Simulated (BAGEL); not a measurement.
# UHF/6-31G(d) (density fitting with qzvpp-jkfit, spherical functions) run of GaH2O (SMILES [O][GaH2])

Aim: the vertical doublet–quartet gap of GaH2O at UHF/6-31G* (density fitting with qzvpp-jkfit, spherical functions), from 2 runs. 

The results are computed with BAGEL 1.2.2.

11 further runs of the same task are left out: 6 that didn't finish, 5 set aside as unsound or not needed.

### Step 1. The structure to begin with

GaH2O has 4 atoms, charge 0, and is taken as a doublet. SMILES: `[O][GaH2]`. Geometry: relaxed at PBE0-D4/def2-TZVP.

Bond lengths: O1–Ga2 1.794 Å, Ga2–H3 1.556 Å, Ga2–H4 1.556 Å. Angles: O1–Ga2–H3 114.9°, O1–Ga2–H4 114.9°, H3–Ga2–H4 130.2°.

### Step 2. The energy at UHF/6-31G(d) (density fitting with qzvpp-jkfit, spherical functions)

Contents of calc.json:

```json
{ "bagel" : [

{
  "title" : "molecule",
  "basis" : "6-31gs.json",
  "df_basis" : "qzvpp-jkfit",
  "angstrom" : "true",
  "geometry" : [
    { "atom" : "O", "xyz" : [   -0.885700,   -0.494600,    1.322100 ] },
    { "atom" : "Ga", "xyz" : [    0.078800,    0.019500,   -0.100900 ] },
    { "atom" : "H", "xyz" : [   -0.675200,   -0.040800,   -1.460300 ] },
    { "atom" : "H", "xyz" : [    1.537600,    0.455600,    0.218700 ] }
  ]
},
{ "title" : "uhf", "charge" : 0, "nopen" : 1 },
{ "title" : "print", "file" : "orbitals.molden", "orbitals" : "true" }

]}
```

The basis set 6-31G* is read from a file made from the Basis Set Exchange's data (not shown).

Launch:

```
BAGEL_NUM_THREADS=1 BAGEL calc.json > calc.out
```

Log:

```text
* using 1 threads per process

  ===============================================================
  ===============================================================

  *** Geometry ***

  { "atom" : "O", "xyz" : [     -1.673730,     -0.934659,      2.498407 ] },
  { "atom" : "Ga", "xyz" : [      0.148910,      0.036850,     -0.190673 ] },
  { "atom" : "H", "xyz" : [     -1.275943,     -0.077101,     -2.759567 ] },
  { "atom" : "H", "xyz" : [      2.905643,      0.860959,      0.413283 ] },

  Number of auxiliary basis functions:      379

  Since a DF basis is specified, we compute 2- and 3-index integrals:
    o Being stored without compression. Storage requirement is 0.008 GB

  Number of basis functions:       50
  Number of electrons      :       41

    * METHOD: MOLECULE                             0.12

  *** Open-shell HF ***

  === Nuclear Repulsion ===
    97.4124220570

      * DIIS with orbital gradients will be used.

  === UHF iteration (6-31gs.json) ===
      0      -1998.29228963          0.08451955           0.04
      1      -1996.81521236          0.17464144           0.04
      2      -1996.55755002          0.17389562           0.04
      3      -1998.85596770          0.01624185           0.04
      4      -1998.91979824          0.00948486           0.04
      5      -1998.94185778          0.00249466           0.04
      6      -1998.94341574          0.00110759           0.04
      7      -1998.94377503          0.00025764           0.04
      8      -1998.94398977          0.00005180           0.04
      9      -1998.94405050          0.00003227           0.04
     10      -1998.94408349          0.00001564           0.04
     11      -1998.94408897          0.00000566           0.04
     12      -1998.94408905          0.00000185           0.04
     13      -1998.94408907          0.00000087           0.04
     14      -1998.94408907          0.00000035           0.04
     15      -1998.94408907          0.00000019           0.04
     16      -1998.94408907          0.00000012           0.04
     17      -1998.94408907          0.00000004           0.04
     18      -1998.94408907          0.00000002           0.04
     19      -1998.94408907          0.00000001           0.04
     20      -1998.94408907          0.00000001           0.04
    * SCF iteration converged.

    * S^2 (UHF) is 0.7592

    * Permanent dipole moment:
           (   -0.479720,    -0.255635,     0.707801) a.u.

    * METHOD: UHF                                  1.01

    * METHOD: PRINT                                0.01

  ===============================================================
```

Wall time 1.3 s (1 thread of Arm Neoverse V1, shared host).

### Step 3. The quartet

Contents of input.json:

```json
{ "bagel": [

{
  "title": "molecule",
  "basis": "6-31gs.json",
  "df_basis": "qzvpp-jkfit",
  "angstrom": true,
  "geometry": [
    { "atom": "O", "xyz": [      -0.885700,      -0.494600,       1.322100 ] },
    { "atom": "Ga", "xyz": [       0.078800,       0.019500,      -0.100900 ] },
    { "atom": "H", "xyz": [      -0.675200,      -0.040800,      -1.460300 ] },
    { "atom": "H", "xyz": [       1.537600,       0.455600,       0.218700 ] }
  ]
},

{
  "title": "uhf",
  "nopen": 3
},

{
  "title": "print",
  "file": "orbitals.molden",
  "orbitals": true
}

]}
```

The basis set 6-31G* is read from a file made from the Basis Set Exchange's data (not shown).

Launch:

```
BAGEL_NUM_THREADS=1 BAGEL input.json > input.out
```

Log:

```text
* using 1 threads per process

  ===============================================================
  ===============================================================

  *** Geometry ***

  { "atom" : "O", "xyz" : [     -1.673730,     -0.934659,      2.498407 ] },
  { "atom" : "Ga", "xyz" : [      0.148910,      0.036850,     -0.190673 ] },
  { "atom" : "H", "xyz" : [     -1.275943,     -0.077101,     -2.759567 ] },
  { "atom" : "H", "xyz" : [      2.905643,      0.860959,      0.413283 ] },

  Number of auxiliary basis functions:      379

  Since a DF basis is specified, we compute 2- and 3-index integrals:
    o Being stored without compression. Storage requirement is 0.008 GB

  Number of basis functions:       50
  Number of electrons      :       41

    * METHOD: MOLECULE                             0.12

  *** Open-shell HF ***

  === Nuclear Repulsion ===
    97.4124220570

      * DIIS with orbital gradients will be used.

  === UHF iteration (6-31gs.json) ===
      0      -1998.27736384          0.06790821           0.04
      1      -1998.11797937          0.08902234           0.04
      2      -1997.76926863          0.11293897           0.04
      3      -1998.67193537          0.01090324           0.04
      4      -1998.70615147          0.00696752           0.04
      5      -1998.72173459          0.00457338           0.04
      6      -1998.73209123          0.00183961           0.04
      7      -1998.73428132          0.00125306           0.04
      8      -1998.73553510          0.00105654           0.04
      9      -1998.73567562          0.00021011           0.04
     10      -1998.73578536          0.00011886           0.04
     11      -1998.73582700          0.00006275           0.04
     12      -1998.73584498          0.00003383           0.04
     13      -1998.73584810          0.00000959           0.04
     14      -1998.73584817          0.00000333           0.04
     15      -1998.73584817          0.00000085           0.04
     16      -1998.73584817          0.00000036           0.04
     17      -1998.73584817          0.00000027           0.04
     18      -1998.73584817          0.00000025           0.04
     19      -1998.73584817          0.00000026           0.04
     20      -1998.73584817          0.00000025           0.04
     21      -1998.73584817          0.00000022           0.04
     22      -1998.73584817          0.00000014           0.04
     23      -1998.73584817          0.00000007           0.04
     24      -1998.73584817          0.00000004           0.04
     25      -1998.73584817          0.00000003           0.04
     26      -1998.73584817          0.00000002           0.04
     27      -1998.73584817          0.00000001           0.04
     28      -1998.73584817          0.00000001           0.04
    * SCF iteration converged.

    * S^2 (UHF) is 3.7655

    * Permanent dipole moment:
           (    0.555715,     0.295924,    -0.819763) a.u.

    * METHOD: UHF                                  1.34

    * METHOD: PRINT                                0.01

  ===============================================================
```

Wall time 1.6 s (1 thread of Arm Neoverse V1, shared host).

### Step 4. Outcome

At UHF/6-31G* (density fitting with qzvpp-jkfit, spherical functions):

| quantity | value |
| --- | --- |
| doublet: total energy | -1998.94409 Eh |
| doublet: dipole moment | 2.27 D |
| doublet: ⟨S²⟩ | 0.759 |
| quartet: total energy | -1998.73585 Eh |
| quartet: dipole moment | 2.63 D |
| quartet: ⟨S²⟩ | 3.765 |
| vertical energy of the quartet above the doublet | 5.667 eV |

At this shape the quartet lies 5.67 eV (547 kJ/mol) above the doublet.
